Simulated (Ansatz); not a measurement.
# In2Ni3S2: relaxing cell and atoms and elastic constants, part 2 of 2

The task, for In2Ni3S2: 2 runs in a chain (relaxing cell and atoms and elastic constants).

Ansatz 0.2.0; DFT LDA, scalar-relativistic, plane waves, PAW. The steps go on from the part before.

**3. Elastic constants: mesh 15×15×15**

It takes the final geometry of step 2.

Input file input.yaml:

```yaml
crystal:
  lattice:
    - [2.6314360125, 1.5192602902, 4.4110216119]
    - [-2.6314360125, 1.5192602902, 4.4110216119]
    - [0.0, -3.0385205804, 4.4110216118]
  atoms:
    - { symbol: In, position: [0.5, 0.5, 0.5] }
    - { symbol: In, position: [0.0, 0.0, 0.0] }
    - { symbol: Ni, position: [0.5, 0.0, 0.0] }
    - { symbol: Ni, position: [0.0, 0.5, 0.0] }
    - { symbol: Ni, position: [0.0, 0.0, 0.5] }
    - { symbol: S, position: [0.7208867722, 0.7208867722, 0.7208867722] }
    - { symbol: S, position: [0.2791132278, 0.2791132278, 0.2791132278] }
scf:
  occupations: { method: gaussian, width: 0.1 }
output:
  eigenvalues: true
kpoints:
  mp_grid: { grid: [15, 15, 15] }
hamiltonian:
  xc: lda
elastic:
  mode: relaxed_ion
  amplitude: 0.005
  stencil: two_point
```

Started as:

```bash
ansatz run input.yaml --threads 8 --pin off --max-ram 24576MiB --backend cpu --events-out ev --progress --plain --runs-dir out
```

The program printed:

```text
Warning: RAYON_NUM_THREADS=8 ignored (pool sized by the plan → 8); use --threads N
Engine: ansatz 0.2.0, x86_64-unknown-linux-gnu
Pseudopotentials: kind: paw
Pseudopotential: In, paw, valence charge 13, recommended cutoff 420 eV (normal), In.paw.azcp
Pseudopotential: Ni, paw, valence charge 18, recommended cutoff 420 eV (normal), Ni.paw.azcp
Pseudopotential: S, paw, valence charge 6, recommended cutoff 420 eV (normal), S.paw.azcp
Functional definition: SPW92
  exchange = slater_x
  correlation = pw_c
Crystal: 7 atoms, lattice volume = 105.807 Å³
Basis set: ecut = 420 eV, 2061 PW (Γ)
Bands: 56, of which v1, the nominal top of the filled ones, is band 46 counted from 1 (45 counted from 0)
Symmetry: 12 space group operations
Space group: R-3m (ITA 166), of the structure as read, at distance tolerance 4.7e-5 Å
k-points: 344 of 3375
Non-local potential: In, projectors of the file, l = 0: 2, l = 1: 2, l = 2: 2, l = 3: 2
Non-local potential: Ni, projectors of the file, l = 0: 3, l = 1: 2, l = 2: 3, l = 3: 1
Non-local potential: S, projectors of the file, l = 0: 2, l = 1: 2, l = 2: 2
PAW form: soft (Blöchl's): semilocal exchange-correlation on the pseudo side does not see the compensation charge
PAW frozen core: In, regenerated for the run's functional, and the local potential with it (the file was generated under x = pbe(κ = 0.804, μ = 0.2195149727645171), c = pbe(β = 0.06672455060314922))
PAW frozen core: Ni, regenerated for the run's functional, and the local potential with it (the file was generated under x = pbe(κ = 0.804, μ = 0.2195149727645171), c = pbe(β = 0.06672455060314922))
PAW frozen core: S, regenerated for the run's functional, and the local potential with it (the file was generated under x = pbe(κ = 0.804, μ = 0.2195149727645171), c = pbe(β = 0.06672455060314922))
PAW one-centre angular grid: In, 590 points (default); XC on 64 Gauss nodes
PAW one-centre angular grid: Ni, 590 points (default); XC on 64 Gauss nodes
PAW one-centre angular grid: S, 110 points (default); XC on 64 Gauss nodes
Initial density: superposition of atomic densities (neutral atoms: chi_scale 0, normalization atom), corrected by the library's trained network
Initial wavefunctions: pseudopotential atomic-orbital guess
Functional: x = slater, c = lda
SCF iter   1: F=—  HF=-29977.075364 eV  |F-HF|=—  |Δ(HF+E_count)|=         —  Δρ=1.84e-2  dr2=2.11e-1  ethr=1.77e-3  ⟨swp⟩=6.3  Hψ=73170  notcnv=0  defer=294
preconditioner: auto → Kerker (q_TF=auto, 2.665 Å⁻¹)  [metal: Δε(μ)=0.005 eV  Ē_g=11.119 eV  σ=0.100 eV  W_gap=0.03  n_scr=26 (ndim 8)  ℏωp=29.8 eV  f_vac=0.000  D(μ)=3.51/eV (n_scr^D=26)]
SCF iter   2: F=—  HF=-29977.036978 eV  |F-HF|=—  |Δ(HF+E_count)|=   3.84e-2  Δρ=5.55e-3  dr2=3.28e-2  ethr=2.30e-4  ⟨swp⟩=3.0  Hψ=34699  notcnv=0  defer=721
SCF iter   3: F=—  HF=-29977.029305 eV  |F-HF|=—  |Δ(HF+E_count)|=   7.67e-3  Δρ=1.89e-3  dr2=7.33e-3  ethr=3.56e-5  ⟨swp⟩=1.1  Hψ=19337  notcnv=0  defer=721
SCF iter   4: F=—  HF=-29977.027044 eV  |F-HF|=—  |Δ(HF+E_count)|=   2.26e-3  Δρ=6.72e-4  dr2=7.03e-4  ethr=7.97e-6  ⟨swp⟩=2.0  Hψ=23915  notcnv=0  defer=721
SCF iter   5: F=—  HF=-29977.026847 eV  |F-HF|=—  |Δ(HF+E_count)|=   1.97e-4  Δρ=1.53e-4  dr2=4.00e-5  ethr=7.64e-7  ⟨swp⟩=2.2  Hψ=25087  notcnv=0  defer=721
SCF iter   6: F=—  HF=-29977.026840 eV  |F-HF|=—  |Δ(HF+E_count)|=   7.00e-6  Δρ=5.64e-5  dr2=3.85e-6  ethr=4.35e-8  ⟨swp⟩=2.1  Hψ=32011  notcnv=0  defer=721
SCF iter   7: F=—  HF=-29977.026838 eV  |F-HF|=—  |Δ(HF+E_count)|=   1.63e-6  Δρ=1.64e-5  dr2=3.58e-7  ethr=4.19e-9  ⟨swp⟩=2.5  Hψ=30847  notcnv=0  defer=721
SCF iter   8: F=—  HF=-29977.026838 eV  |F-HF|=—  |Δ(HF+E_count)|=   3.50e-8  Δρ=1.02e-5  dr2=1.32e-7  ethr=3.89e-10  ⟨swp⟩=2.0  Hψ=30591  notcnv=0  defer=721
SCF iter   9: F=—  HF=-29977.026838 eV  |F-HF|=—  |Δ(HF+E_count)|=   1.64e-8  Δρ=2.22e-6  dr2=6.73e-9  ethr=1.44e-10  ⟨swp⟩=1.2  Hψ=19113  notcnv=0  defer=721
SCF iter  10: F=—  HF=-29977.026838 eV  |F-HF|=—  |Δ(HF+E_count)|=   1.54e-9  Δρ=7.26e-7  dr2=4.98e-10  ethr=7.31e-12  ⟨swp⟩=2.1  Hψ=32401  notcnv=0  defer=721
SCF iter  11: F=—  HF=-29977.026838 eV  |F-HF|=—  |Δ(HF+E_count)|=  1.67e-10  Δρ=2.75e-7  dr2=8.06e-11  ethr=5.41e-13 (applied; sched 1.00e-12)  ⟨swp⟩=2.0  Hψ=31182  notcnv=0  defer=759
SCF iter  12: F=—  HF=-29977.026838 eV  |F-HF|=—  |Δ(HF+E_count)|=  1.09e-11  Δρ=4.91e-8  dr2=1.93e-12  ethr=8.76e-14 (applied; sched 1.00e-12)  ⟨swp⟩=2.3  Hψ=25689  notcnv=0  defer=759
SCF iter  13: F=—  HF=-29977.026838 eV  |F-HF|=—  |Δ(HF+E_count)|=  3.64e-12  Δρ=1.12e-8  dr2=1.08e-13  ethr=2.10e-15 (applied; sched 1.00e-12)  ⟨swp⟩=2.2  Hψ=32201  notcnv=0  defer=759
SCF iter  14: F=-29977.026838 eV  HF=-29977.026838 eV  |F-HF|=7.28e-12  |Δ(HF+E_count)|=    0.00e0  Δρ=4.27e-9  dr2=1.85e-14  ethr=1.00e-12  ⟨swp⟩=9.4  Hψ=81766  notcnv=0
SCF 1 converged in 14 iterations: F = -29977.026838 eV  dr2 = 1.85e-14
relax step   1: F+E_penalty+E_count = -29977.02683827 eV  Δ(F+E_penalty+E_count) = +0.000e0 eV  max|allowed force component| = 1.526e-3 eV/Å  Δτ_max = 0.0000 Å  (14 SCF iters, accepted)
[... from here on, the SCF cycles and remarks between the steps are left out ...]
relax step   2: F+E_penalty+E_count = -29977.02683837 eV  Δ(F+E_penalty+E_count) = -1.033e-7 eV  max|allowed force component| = 6.418e-4 eV/Å  Δτ_max = 0.0000 Å  (9 SCF iters, accepted)
relax step   3: F+E_penalty+E_count = -29977.02683839 eV  Δ(F+E_penalty+E_count) = -2.222e-8 eV  max|allowed force component| = 2.855e-9 eV/Å  Δτ_max = 0.0000 Å  (11 SCF iters, accepted)
relax step   1: F+E_penalty+E_count = -29977.02522386 eV  Δ(F+E_penalty+E_count) = +0.000e0 eV  max|allowed force component| = 6.154e-2 eV/Å  Δτ_max = 0.0000 Å  (14 SCF iters, accepted)
relax step   2: F+E_penalty+E_count = -29977.02550749 eV  Δ(F+E_penalty+E_count) = -2.836e-4 eV  max|allowed force component| = 2.557e-3 eV/Å  Δτ_max = 0.0042 Å  (11 SCF iters, accepted)
relax step   3: F+E_penalty+E_count = -29977.02550815 eV  Δ(F+E_penalty+E_count) = -6.562e-7 eV  max|allowed force component| = 1.560e-4 eV/Å  Δτ_max = 0.0002 Å  (9 SCF iters, accepted)
relax step   4: F+E_penalty+E_count = -29977.02550815 eV  Δ(F+E_penalty+E_count) = -3.020e-9 eV  max|allowed force component| = 6.527e-7 eV/Å  Δτ_max = 0.0000 Å  (10 SCF iters, accepted)
relax step   1: F+E_penalty+E_count = -29977.02529954 eV  Δ(F+E_penalty+E_count) = +0.000e0 eV  max|allowed force component| = 6.027e-2 eV/Å  Δτ_max = 0.0000 Å  (15 SCF iters, accepted)
relax step   2: F+E_penalty+E_count = -29977.02558002 eV  Δ(F+E_penalty+E_count) = -2.805e-4 eV  max|allowed force component| = 1.667e-3 eV/Å  Δτ_max = 0.0042 Å  (11 SCF iters, accepted)
relax step   3: F+E_penalty+E_count = -29977.02558024 eV  Δ(F+E_penalty+E_count) = -2.272e-7 eV  max|allowed force component| = 1.091e-5 eV/Å  Δτ_max = 0.0001 Å  (8 SCF iters, accepted)
relax step   1: F+E_penalty+E_count = -29977.02485734 eV  Δ(F+E_penalty+E_count) = +0.000e0 eV  max|allowed force component| = 9.307e-2 eV/Å  Δτ_max = 0.0000 Å  (15 SCF iters, accepted)
relax step   2: F+E_penalty+E_count = -29977.02531380 eV  Δ(F+E_penalty+E_count) = -4.565e-4 eV  max|allowed force component| = 1.912e-3 eV/Å  Δτ_max = 0.0050 Å  (11 SCF iters, accepted)
relax step   3: F+E_penalty+E_count = -29977.02531400 eV  Δ(F+E_penalty+E_count) = -1.944e-7 eV  max|allowed force component| = 1.264e-5 eV/Å  Δτ_max = 0.0001 Å  (12 SCF iters, accepted)
relax step   1: F+E_penalty+E_count = -29977.02499439 eV  Δ(F+E_penalty+E_count) = +0.000e0 eV  max|allowed force component| = 9.148e-2 eV/Å  Δτ_max = 0.0000 Å  (14 SCF iters, accepted)
relax step   2: F+E_penalty+E_count = -29977.02545540 eV  Δ(F+E_penalty+E_count) = -4.610e-4 eV  max|allowed force component| = 3.061e-3 eV/Å  Δτ_max = 0.0049 Å  (11 SCF iters, accepted)
relax step   3: F+E_penalty+E_count = -29977.02545591 eV  Δ(F+E_penalty+E_count) = -5.121e-7 eV  max|allowed force component| = 2.150e-5 eV/Å  Δτ_max = 0.0002 Å  (8 SCF iters, accepted)
relax step   1: F+E_penalty+E_count = -29977.02620009 eV  Δ(F+E_penalty+E_count) = +0.000e0 eV  max|allowed force component| = 5.390e-2 eV/Å  Δτ_max = 0.0000 Å  (14 SCF iters, accepted)
relax step   2: F+E_penalty+E_count = -29977.02647423 eV  Δ(F+E_penalty+E_count) = -2.741e-4 eV  max|allowed force component| = 5.203e-3 eV/Å  Δτ_max = 0.0046 Å  (12 SCF iters, accepted)
relax step   3: F+E_penalty+E_count = -29977.02647686 eV  Δ(F+E_penalty+E_count) = -2.632e-6 eV  max|allowed force component| = 3.793e-5 eV/Å  Δτ_max = 0.0005 Å  (10 SCF iters, accepted)
relax step   1: F+E_penalty+E_count = -29977.02620448 eV  Δ(F+E_penalty+E_count) = +0.000e0 eV  max|allowed force component| = 5.299e-2 eV/Å  Δτ_max = 0.0000 Å  (14 SCF iters, accepted)
relax step   2: F+E_penalty+E_count = -29977.02647712 eV  Δ(F+E_penalty+E_count) = -2.726e-4 eV  max|allowed force component| = 1.283e-3 eV/Å  Δτ_max = 0.0051 Å  (12 SCF iters, accepted)
relax step   3: F+E_penalty+E_count = -29977.02647725 eV  Δ(F+E_penalty+E_count) = -1.221e-7 eV  max|allowed force component| = 8.350e-6 eV/Å  Δτ_max = 0.0001 Å  (12 SCF iters, accepted)
iter 1 solved again at ethr=1.00e-12 eV; its pass at ethr=3.10e-3 eV (dr2=5.00e-14 eV) is discarded
SCF iter   1: F=—  HF=-29977.026477 eV  |F-HF|=—  |Δ(HF+E_count)|=         —  Δρ=1.07e-10  dr2=1.09e-17  ethr=1.00e-12  ⟨swp⟩=2.0  Hψ=211198  notcnv=0
iter 2 did not close the SCF: its close was put off for the readings that it lacked (scf_convergence_deferred on its scf_iter line)
SCF iter   2: F=-29977.026477 eV  HF=-29977.026477 eV  |F-HF|=3.64e-12  |Δ(HF+E_count)|=    0.00e0  Δρ=4.26e-11  dr2=3.06e-18  ethr=1.09e-16 (applied; sched 1.00e-12)  ⟨swp⟩=3.0  Hψ=119389  notcnv=0  defer=2
iter 3 did not close the SCF: its close was put off for the readings that it lacked (scf_convergence_deferred on its scf_iter line)
SCF iter   3: F=-29977.026477 eV  HF=-29977.026477 eV  |F-HF|=3.64e-12  |Δ(HF+E_count)|=  7.28e-12  Δρ=2.36e-11  dr2=9.88e-19  ethr=1.09e-16 (applied; sched 1.00e-12)  ⟨swp⟩=1.0  Hψ=50624  notcnv=0
iter 4 did not close the SCF: its close was put off for the readings that it lacked (scf_convergence_deferred on its scf_iter line)
SCF iter   4: F=-29977.026477 eV  HF=-29977.026477 eV  |F-HF|=1.09e-11  |Δ(HF+E_count)|=  3.64e-12  Δρ=8.14e-12  dr2=6.23e-20  ethr=1.09e-16 (applied; sched 1.00e-12)  ⟨swp⟩=1.0  Hψ=50624  notcnv=0
iter 5 did not close the SCF: its close was put off for the readings that it lacked (scf_convergence_deferred on its scf_iter line)
SCF iter   5: F=-29977.026477 eV  HF=-29977.026477 eV  |F-HF|=7.28e-12  |Δ(HF+E_count)|=  3.64e-12  Δρ=3.45e-12  dr2=1.21e-20  ethr=1.09e-16 (applied; sched 1.00e-12)  ⟨swp⟩=1.0  Hψ=50624  notcnv=0
SCF iter   6: F=-29977.026477 eV  HF=-29977.026477 eV  |F-HF|=7.28e-12  |Δ(HF+E_count)|=  3.64e-12  Δρ=1.62e-12  dr2=1.99e-21  ethr=1.00e-12  ⟨swp⟩=1.3  Hψ=105372  notcnv=0
SCF 29 converged in 6 iterations: F = -29977.026477 eV  dr2 = 1.99e-21
SCF converged after 13 iterations
Free energy (F): -29977.026838 eV
Harris-Foulkes:  -29977.026838 eV  (|F-HF|=1.09e-11)
Internal energy: -29977.009551 eV  (E = F + TS)
E sigma→0 (E₀):  -29977.018195 eV
Entropy (-TS):   -0.017287 eV (-2.470 meV/atom)
Fermi energy:    13.528464 eV
--- Per-component energies (eV) ---
  E_band       = -1004.567640
  E_kinetic    = 1567.914504
  E_local      = -16466.450887  (includes V_loc(G=0)·N_el)
  E_nonlocal   = 2723.909268
  E_hartree    = 7046.530928
  E_xc         = -879.423894
  E_vxc        = -714.105630  (∫ρ·V_xc dr)
  E_paw        = -13865.771115  (= ΣΔE_a)
  E_vpaw       = -2208.898101  (= ΣTr[D̂ρ^β])
  E_aug_tail   = 0.001351  (compensation charges beyond the density's cutoff)
  E_ewald      = -10105.897535
  E_core_change = 2.177829  (= ΣΔE_core)
  E_smearing   = -0.017287  (= −TS)
  E_closure    = 0.000000  (closes the sum)
  Σ components = -29977.026838   (vs F -29977.026838, Δ=0.00e0)
--- Forces (eV/Å), atoms counted from 1 ---
  atom   1  In     0.00000000     0.00000000     0.00000000
  atom   2  In    -0.00000000     0.00000000     0.00000000
  atom   3  Ni     0.00000000    -0.00000000    -0.00000000
  atom   4  Ni    -0.00000000     0.00000000     0.00000000
  atom   5  Ni     0.00000000     0.00000000     0.00000000
  atom   6  S      0.00000000     0.00000000    -0.00000000
  atom   7  S     -0.00000000    -0.00000000     0.00000000
  max |Σ_I F_I| component: 2.89e-18 eV/Å
--- Stress (GPa, compression-positive) ---
        0.004924       0.000000      -0.000000
        0.000000       0.004924      -0.000000
       -0.000000      -0.000000       0.014477
  P = ⅓ Tr σ = 0.0081 GPa (0.081 kbar)
--- Band table (eV; the first three rows and the last of 344) ---
  k-point 0: bands = ["-89.1191", "-89.1105", "-89.1105", "-50.3526", "-50.3077", "-50.3077", "-49.8163", "-49.8005", "-49.8005", "-49.7611", "-49.7611", "-49.7592", "-1.6185", "-1.0812", "-1.0812", "-1.0450", "-1.0426", "-1.0426", "-0.9318", "-0.9101", "-0.9101", "-0.8059", "-0.8059", "0.2797", "6.1499", "7.3955", "7.4763", "7.4763", "8.5464", "9.1495", "9.7285", "9.7285", "10.5331", "10.5331", "11.0594", "11.2863", "11.2863", "11.4439", "11.6232", "11.6232", "11.7476", "11.7476", "11.9208", "12.1364", "12.1364", "12.7964", "13.2033", "13.2033", "14.1387", "14.2090", "17.4829", "17.4829", "18.6196", "18.6196", "19.0409", "22.7308"]
[... 3 lines left out ...]
--- Elastic constants: 3 strain directions × 2 members + reference (group order 12) ---
  dense FFT box of the reference and of every strained cell: 36×36×36
  strains applied: 11, 33, 23; error gains: componentwise 1.00 (the most a stress slope's error grows in a printed constant), spectral 1.41 (1 for all six strains in a standard setting)
  reference relaxed by the batch: 3 steps; max|allowed force component| 1.53e-3 eV/Å at the deck's positions, 2.86e-9 at the last accepted step, 3.49e-9 by the solve of record
  largest displacement 8.2e-5 Å; the constants are those of the deck's cell at these positions:
  atoms:
    - { symbol: In, position: [0.5000000000000001, 0.5000000000000001, 0.5] }
    - { symbol: In, position: [7.756266510235482e-34, 7.743265060442198e-34, -1.543266027850354e-33] }
    - { symbol: Ni, position: [0.5, 0.0, 0.0] }
    - { symbol: Ni, position: [0.0, 0.5, 0.0] }
    - { symbol: Ni, position: [2.7755575615628914e-17, 2.7755575615628914e-17, 0.5] }
    - { symbol: S, position: [0.7208929904446402, 0.7208929904446402, 0.7208929904446402] }
    - { symbol: S, position: [0.2791070095553598, 0.2791070095553598, 0.2791070095553598] }
  C = ∂σ_k/∂η_j (tension-positive GPa; Voigt order 11 22 33 23 13 12):
       156.926     78.910     67.099    -10.414      0.000      0.000
        78.910    156.926     67.099     10.414      0.000      0.000
        67.096     67.096    175.955     -0.000      0.000      0.000
       -10.411     10.411     -0.000     43.869      0.000      0.000
         0.000     -0.000      0.000      0.000     43.869    -10.411
         0.000     -0.000      0.000      0.000    -10.414     39.008
  reference stress σ⁰ (GPa):     -0.005     -0.005     -0.014      0.000      0.000     -0.000
  C* (energy form; C + prestress term) asymmetry max|C*_kj − C*_jk| = 1.274e-2 GPa — a small one proves nothing (zero by symmetry where the batch's group is 432, −43m or m−3m); a large one is finite-difference/SCF noise where every solve meets its electron count
  moduli (Voigt/Reuss/Hill, GPa): K = 101.78/101.74/101.76   G = 43.80/40.91/42.35   E = 111.58   ν = 0.317
  mechanically stable: yes (min eigenvalue of sym C = 30.75 GPa)
  strain η (Voigt 11):  stress-route row diagonal C_11 = 156.93 GPa, energy-path curvature d²(F+E_count+ΔE)/dδ²/Ω₀ = 156.88 GPa
         δ    σ_11 (GPa)             F (eV)   n_scf  n_hpsi   n_pw
    -5.000e-3      -0.8087      -29977.0255082       6  612370   2087   relax 4 steps, max|allowed force component| 6.53e-7 eV/Å
     5.000e-3       0.7605      -29977.0255802       6  617910   2097   relax 3 steps, max|allowed force component| 1.09e-5 eV/Å
  strain η (Voigt 33):  stress-route row diagonal C_33 = 175.95 GPa, energy-path curvature d²(F+E_count+ΔE)/dδ²/Ω₀ = 175.95 GPa
         δ    σ_33 (GPa)             F (eV)   n_scf  n_hpsi   n_pw
    -5.000e-3      -0.9164      -29977.0253140       6  233914   2082   relax 3 steps, max|allowed force component| 1.26e-5 eV/Å
     5.000e-3       0.8432      -29977.0254559       6  241692   2098   relax 3 steps, max|allowed force component| 2.15e-5 eV/Å
  strain η (Voigt 23):  stress-route row diagonal C_44 = 43.87 GPa, energy-path curvature d²(F+E_count+ΔE)/dδ²/Ω₀ = 43.89 GPa
         δ    σ_23 (GPa)             F (eV)   n_scf  n_hpsi   n_pw
    -5.000e-3      -0.2196      -29977.0264769       6  609762   2090   relax 3 steps, max|allowed force component| 3.79e-5 eV/Å
     5.000e-3       0.2191      -29977.0264772       6  609553   2091   relax 3 steps, max|allowed force component| 8.35e-6 eV/Å
```

Run time: 11 min. Hardware: 8 threads of Intel Xeon Platinum 8488C (Sapphire Rapids), shared host; peak memory 4 GiB.

Derived from the tensor and the density, 7.374 g/cm³, with v_l = √((B+4G/3)/ρ), v_t = √(G/ρ), v_m = [(2/v_t³+1/v_l³)/3]^(−1/3) and Θ = (ħ/k_B)·v_m·(6π²n/V)^(1/3):

| quantity | value |
| --- | --- |
| bulk modulus B | 101.8 GPa |
| shear modulus G | 42.4 GPa |
| B/G | 2.40 |
| universal anisotropy index | 0.35 |
| sound speeds v_l, v_t | 4632, 2397 m/s |
| Debye temperature Θ | 323 K |

Young's modulus by Cartesian direction:

| direction | E (GPa) |
| --- | --- |
| (1, 0, 0) | 105 |
| (0, 1, 0) | 105 |
| (0, 0, 1) | 138 |
| (1, 1, 0) | 105 |
| (1, 0, 1) | 108 |
| (0, 1, 1) | 131 |
| (1, 1, 1) | 91 |

**4. Summary of results**

The summary covers parts 1 to 2.

| step | volume (Å³/atom) | pressure (GPa) | energy (eV) | gap on the mesh (eV) | time |
| --- | --- | --- | --- | --- | --- |
| 2 | 15.12 | 0.0 | -29977.018 | 0.00 | 53 s |

| quantity | value |
| --- | --- |
| relaxed cell, step 2 (conventional) | a = 5.263 Å, b = 5.263 Å, c = 13.233 Å, α = 90.00°, β = 90.00°, γ = 120.00° |
| C11, C12, C44 (relaxed-ion) | 157, 79, 44 GPa |
| C33, C13, C66 (relaxed-ion) | 176, 67, 39 GPa |
| B, G, E (Hill) (relaxed-ion) | 102, 42, 112 GPa |
| Poisson ratio (relaxed-ion) | 0.32 |
| Debye temperature | 323 K |

It is stable against strain: the least eigenvalue of C is 31 GPa. By Pugh's rule of thumb B/G = 2.40 (over 1.75) points to a ductile solid; Young's modulus ranges from about 85 to 138 GPa with direction. Against the measured lattice constant a of In2Ni3S2, 5.37 Å (300 K; “Quantum Linear Magnetoresistance and Fermi Liquid Behavior in Kagome Metal Ni3In2S2”, 2024, arxiv:2402.10096), the calculated 5.263 Å is off by -2.0 %. A measured lattice constant c of In2Ni3S2 is 13.53 Å (300 K; “Quantum Linear Magnetoresistance and Fermi Liquid Behavior in Kagome Metal Ni3In2S2”, 2024, arxiv:2402.10096); the calculated 13.233 Å misses it by -2.2 %. 2 values of this kind are on record (13.53 to 13.56 Å); this one was drawn at random. That is the cell relaxed with LDA, without thermal expansion or zero-point motion. Spin polarisation is off in the runs that give these values; a magnetic solution could lie lower.
